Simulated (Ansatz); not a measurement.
# C3H9NSi: up Jacob's ladder to CCSD(T)

The task here is to estimate one member of a computed series from the others.

Computed with Ansatz 0.2.0, Gaussian basis. Level: functionals in def2-TZVPP, the program's frozen cores in correlated methods.

The runs, in order: PBE-D4, r2SCAN-D4, PBE0-D4, B3LYP-D4, ωB97X-V, ωB97M-V, B2PLYP; CCSD(T)/def2-TZVPP; MP2/def2-QZVPP; extrapolation to the limit.

### The relaxed structure

The geometry comes from an earlier relaxation with PBE0-D4 in a triple-zeta def2 set; it is a stationary point, not always the lowest conformer.

SMILES `C[C@H]1N[Si@H]1C`, 14 atoms, charge 0, spin multiplicity 1.

Atoms are counted from 1 here; the program's logs count them from 0.

Bond lengths: C1–C2 1.504 Å, C1–H6 1.092 Å, C1–H7 1.096 Å, C1–H8 1.093 Å, C2–N3 1.500 Å, C2–Si4 1.835 Å, C2–H9 1.093 Å, N3–Si4 1.724 Å, N3–H10 1.009 Å, Si4–C5 1.855 Å, Si4–H11 1.486 Å, C5–H12 1.091 Å, C5–H13 1.093 Å, C5–H14 1.093 Å. Angles: C2–C1–H6 111.2°, C2–C1–H7 111.1°, C2–C1–H8 110.8°, H6–C1–H7 107.4°, H6–C1–H8 108.2°, H7–C1–H8 108.1°, C1–C2–N3 115.3°, C1–C2–Si4 127.2°, C1–C2–H9 113.1°, N3–C2–Si4 61.3°, N3–C2–H9 114.5°, Si4–C2–H9 114.7°, C2–N3–Si4 69.0°, C2–N3–H10 116.3°, Si4–N3–H10 125.8°, C2–Si4–N3 49.7°, C2–Si4–C5 125.6°, C2–Si4–H11 117.2° and more.

Set-up of the first run:

File in.yaml:

```yaml
crystal:
  periodic: [false, false, false]
  atoms:
    - {symbol: C, position_ang: [-1.345850, 0.616688, -1.237298]}
    - {symbol: C, position_ang: [-0.587155, -0.604696, -0.794909]}
    - {symbol: N, position_ang: [0.895245, -0.553478, -1.016359]}
    - {symbol: Si, position_ang: [0.525959, -0.753100, 0.655967]}
    - {symbol: C, position_ang: [0.985855, 0.626153, 1.808612]}
    - {symbol: H, position_ang: [-0.867425, 1.530191, -0.877560]}
    - {symbol: H, position_ang: [-1.389700, 0.678785, -2.330178]}
    - {symbol: H, position_ang: [-2.370864, 0.596360, -0.857283]}
    - {symbol: H, position_ang: [-1.059635, -1.539344, -1.106216]}
    - {symbol: H, position_ang: [1.281375, -1.260751, -1.623773]}
    - {symbol: H, position_ang: [0.667185, -2.098967, 1.268738]}
    - {symbol: H, position_ang: [0.819015, 1.591358, 1.327648]}
    - {symbol: H, position_ang: [0.392124, 0.582296, 2.724926]}
    - {symbol: H, position_ang: [2.040870, 0.559306, 2.086585]}
basis:
  gaussian: {orbitals: def2-TZVPP}
hamiltonian: {xc: pbe, dispersion: d4}
output: {forces: true, orbitals: {seedname: orbitals}}
```

Command:

```sh
> ansatz run in.yaml --threads 4 --pin off --events-out ev --progress --plain --max-ram 10444MiB
```

Among the steps run: PBE-D4 (GGA); r2SCAN-D4 (meta-GGA); PBE0-D4 (hybrid); B3LYP-D4 (hybrid); ωB97X-V (range-separated); ωB97M-V (range-separated); B2PLYP (double hybrid); CCSD(T) in def2-TZVPP; MP2 in def2-QZVPP.

One of the session's tables, all rows but one given; the rest of the session is left out.

| method | atomisation energy (kcal/mol) |
| --- | --- |
| PBE-D4 | 1271.2 |
| r2SCAN-D4 | 1249.7 |
| PBE0-D4 | 1253.7 |
| B3LYP-D4 | 1250.1 |
| ωB97X-V | 1253.3 |
| ωB97M-V | ? |
| B2PLYP | 1235.3 |
| HF/def2-TZVPP | 910.0 |
| MP2/def2-TZVPP | 1227.8 |
| CCSD/def2-TZVPP | 1198.5 |
| CCSD(T)/def2-TZVPP | 1215.4 |
| MP2/CBS | 1259.7 |
| CCSD(T)/CBS | 1247.3 |

Q: Estimate the row for ωB97M-V from the others.

As computed: atomisation energy (kcal/mol): 1253.2. In the column «atomisation energy (kcal/mol)» it lies between B3LYP-D4 (1250.1) and ωB97X-V (1253.3).

Caveats from the session: Free atoms (3 C, 1 N, 1 Si, 9 H) were run apart at each level; the atomisation energy is their sum less the molecule, without zero-point or spin-orbit terms.
